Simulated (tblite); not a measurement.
# C5H13GeNO: the cost of one run

Computed with tblite 0.8.0 and PySCF 2.14.0, with density-fitted response routines of our own, on a single molecule in the gas phase. Atoms are numbered from 0 throughout.

### Step 1. The starting structure

21 atoms, charge 0, multiplicity 1; geometry from: force field or distance geometry start.

Bonds of the start (Å): C0–C1 1.48, C1–O2 1.24, C1–C3 1.47, C3–C4 1.50, C3–Ge5 1.92, C3–C6 1.52, C6–N7 1.43, C0–H8 1.11, C0–H9 1.10, C0–H10 1.11, C4–H11 1.12, C4–H12 1.11, C4–H13 1.11, Ge5–H14 1.53, Ge5–H15 1.56, Ge5–H16 1.56, C6–H17 1.14, C6–H18 1.09, N7–H19 1.06, N7–H20 1.06.

### Step 2. Relaxing the molecule with GFN2-xTB

What the job is given:

```
{"job": {"kind": "relax", "xc": "GFN2-xTB", "basis": "xTB"}, "charge": 0, "multiplicity": 1}
C      2.478300    -0.491200     0.093200
C      1.106000    -0.846200    -0.323200
O      0.972000    -1.955500    -0.862400
C     -0.053800     0.035500    -0.102100
C      0.222500     1.314200    -0.828100
Ge    -0.405500     0.494300     1.728900
C     -1.238000    -0.728200    -0.663500
N     -2.486000    -0.038200    -0.541900
H      2.573900    -0.255000     1.170900
H      3.149000    -1.323700    -0.185000
H      2.793200     0.377700    -0.524800
H     -0.483900     2.130100    -0.532200
H      1.214700     1.675400    -0.484400
H      0.249700     1.206700    -1.936100
H      0.429800    -0.262000     2.766200
H     -1.906700     0.241800     2.049900
H     -0.164300     2.020600     1.907800
H     -1.333400    -1.631400     0.023400
H     -1.037500    -1.161400    -1.646100
H     -3.051100    -0.347400    -1.382700
H     -3.038100    -0.438900     0.271800
```

Launch:

```console
$ OMP_NUM_THREADS=1 python probes_run.py task.json out
```

This one command runs all jobs of the session in turn.

**Question.** How long does this first job take on 1 thread of Intel Xeon Platinum 8259CL at 2.50GHz, shared host, and how much memory does it need?

About 2.4 s, with a peak of 0.18 GiB.
